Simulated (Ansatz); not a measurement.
# C3H6Si, SMILES [SiH3]C1=CC1: a rigid scan of one bond length

Computed with Ansatz 0.2.0, Python API.

`c3h6si.py`:
```python
"""Stretching a bond of C3H6Si, the rest held rigid."""

import ansatz
import numpy as np

GEOMETRY = """
Si   -0.87110    0.88640   -0.83610
C     0.00170   -0.22180    0.00940
C     0.30720   -1.43220    0.31320
C     1.13110   -0.37170    0.97300
H    -1.90580    0.28050   -1.76810
H    -1.67690    1.83530    0.06900
H    -0.03560    1.80820   -1.68390
H     0.23750   -2.46260    0.19950
H     0.82280   -0.17330    2.05450
H     2.07220   -0.20000    0.67250
"""


def main() -> None:
    molecule = ansatz.Crystal.molecule()
    for line in GEOMETRY.strip().splitlines():
        symbol, *xyz = line.split()
        molecule = molecule.atom(symbol, [float(v) for v in xyz])

    symbols = [site.symbol for site in molecule.cartesian_sites]
    start = np.array([site.position_ang for site in molecule.cartesian_sites])
    axis = (start[0] - start[1]) / np.linalg.norm(start[0] - start[1])
    moving = [0, 4, 5, 6]
    lengths, energies = [1.447, 1.513, 1.579, 1.645, 1.71, 1.776, 1.842, 1.941], []
    for length in lengths:
        xyz = start.copy()
        xyz[moving] += (length - np.linalg.norm(start[0] - start[1])) * axis
        point = ansatz.Crystal.molecule()
        for symbol, place in zip(symbols, xyz):
            point = point.atom(symbol, place.tolist())
        setup = point.calculation().basis(gaussian="6-31G*").functional("b3lyp")
        rep = setup.run().report
        energies.append(rep["free_energy_ev"])
        print(f"r = {length:6.3f} A  E = {energies[-1]:.5f} eV  <S^2> = {abs(rep['mean_field']['state']['spin_squared']):.3f}")

    # quartic fit about the minimum
    fit = np.polynomial.Polynomial.fit(lengths, np.array(energies) - min(energies), 4).convert()
    roots = [r.real for r in fit.deriv().roots() if abs(r.imag) < 1e-9 and fit.deriv(2)(r.real) > 0]
    r_e = min(roots, key=lambda r: abs(r - lengths[int(np.argmin(energies))]))
    print(f"minimum of the fit at {r_e:.4f} A, force constant {fit.deriv(2)(r_e):.2f} eV/A^2")


if __name__ == "__main__":
    main()
```

```console
$ python c3h6si.py
r =  1.447 A  E = -11080.46698 eV  <S^2> = 0.000
r =  1.513 A  E = -11081.64142 eV  <S^2> = 0.000
r =  1.579 A  E = -11082.44915 eV  <S^2> = 0.000
r =  1.645 A  E = -11082.97846 eV  <S^2> = 0.000
r =  1.710 A  E = -11083.29376 eV  <S^2> = 0.000
r =  1.776 A  E = -11083.45637 eV  <S^2> = 0.000
r =  1.842 A  E = -11083.50020 eV  <S^2> = 0.000
r =  1.941 A  E = -11083.40865 eV  <S^2> = 0.000
minimum of the fit at 1.8405 A, force constant 20.22 eV/A^2
```

Total energies depend on the basis set; only differences at equal settings carry meaning. The rest of the molecule is held rigid at a force-field or estimated start geometry, and the basis set is modest; single-reference methods fail as a bond breaks. b3lyp holds the VWN-RPA fit, as in Gaussian; the form of ORCA and Turbomole is b3lyp5. The orbitals are restricted, so S² is zero by construction. Toward dissociation an unrestricted state can lie under the restricted one, by tenths of an eV for polar bonds under a functional and by 1 to 2 eV or more for others. The whole script took 15 s on 1 thread of Arm Neoverse V2 (shared host), peak memory 0.21 GiB.
